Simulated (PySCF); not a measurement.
# TaH3: singlet, from a PBE0 minimum start

The task is one start of a wider search on TaH3: the singlet, built as PBE0 minimum. It is relaxed, tested by its Hessian and followed downhill if it is a saddle.

The runs use PySCF 2.14.0; PBE0, basis Ta def2-TZVP with ECP60, H def2-TZVP, scalar-relativistic core potentials, no spin–orbit coupling, density fitting.

## (1) The system as given

4 atoms, charge 0, spin multiplicity 1.

Bond lengths: Ta1–H2 1.770 Å, Ta1–H3 1.770 Å, Ta1–H4 1.770 Å. Angles: H2–Ta1–H3 120.0°, H2–Ta1–H4 120.0°, H3–Ta1–H4 120.0°.

Z-matrix (Å, degrees; charge 0 multiplicity 1):
```
Ta
H  1 1.7699
H  1 1.7699 2 120.00
H  1 1.7699 2 120.00 3 180.00
```

## (2) Finding the electronic state

One driver script runs all steps and calls PySCF; scf.py shows how it sets up the SCF of each step. The optimiser is the driver's own. After this first run the driver tries any further starts and a stability analysis.

File scf.py:

```python
from pyscf import gto, scf, dft
mol = gto.M(atom='''
Ta     0.000000     0.000000    -0.000000
H     -0.000090    -0.000000     1.769917
H      1.532838    -0.000000    -0.884881
H     -1.532748     0.000000    -0.885036''',
    basis={'Ta': 'def2-TZVP', 'H': 'def2-TZVP'},
    ecp={'Ta': 'def2-TZVP'},
    charge=0, spin=0)
mf = dft.RKS(mol, xc='PBE0')
mf.grids.atom_grid = (50, 194)
aux = {'Ta': 'def2-universal-JKFIT', 'H': 'def2-universal-JKFIT'}
mf = mf.density_fit(auxbasis=aux)
mf.conv_tol = 1e-08
mf.diis_space = 10
mf.max_cycle = 60
mf.init_guess = 'minao'
mf.verbose = 4
mf.kernel()
```

Launch:

```
OMP_NUM_THREADS=2 python axn.py task.json out
```

Further steps of the session: Relaxing the singlet from the PBE0 minimum start; Hessian and properties; A spin-polarised start; Is it a minimum? Harmonic modes.

What does the calculation give? Wanted: minimum; geometry; wavenumbers; dipole moment; highest occupied, lowest empty level; polar-tensor charge of Ta1; zero-point energy; atomisation energy; ⟨S²⟩.

**Answer**, as computed:

| quantity | value |
| --- | --- |
| minimum | broken-symmetry (Ms = 0), C2v |
| geometry | Ta–H 1.775 Å (×2), Ta–H 1.790 Å; H–Ta–H 117.3°, H–Ta–H 121.3° (×2) |
| wavenumbers (cm⁻¹) | 252, 705, 749, 1785, 1819, 1853 |
| dipole moment | 0.01 D |
| highest occupied, lowest empty level (either spin) | -5.60, -2.40 eV |
| polar-tensor charge of Ta1 | +0.80 e |
| zero-point energy | 42.8 kJ/mol |
| entropy at 298.15 K | 248.6 J/(mol K) |
| atomisation energy (no zero-point energy) | 831 kJ/mol |
| ⟨S²⟩ | 0.926 |

What this shows: The PBE0 minimum start (D3h) ends in a minimum of C2v symmetry. The determinant is spin-contaminated (⟨S²⟩ = 0.93 against 0.00), so it is no pure spin state. The strongest infrared band lies at 1785 cm⁻¹ (stretch). The dipole vanishes although Ta1 carries +0.8 e by the polar tensor: the bond dipoles cancel. Other starts or spin states, not run here, may lie lower. The SCF density has lower symmetry than the nuclear frame. Spin–orbit coupling, left out here, can matter for elements this heavy.
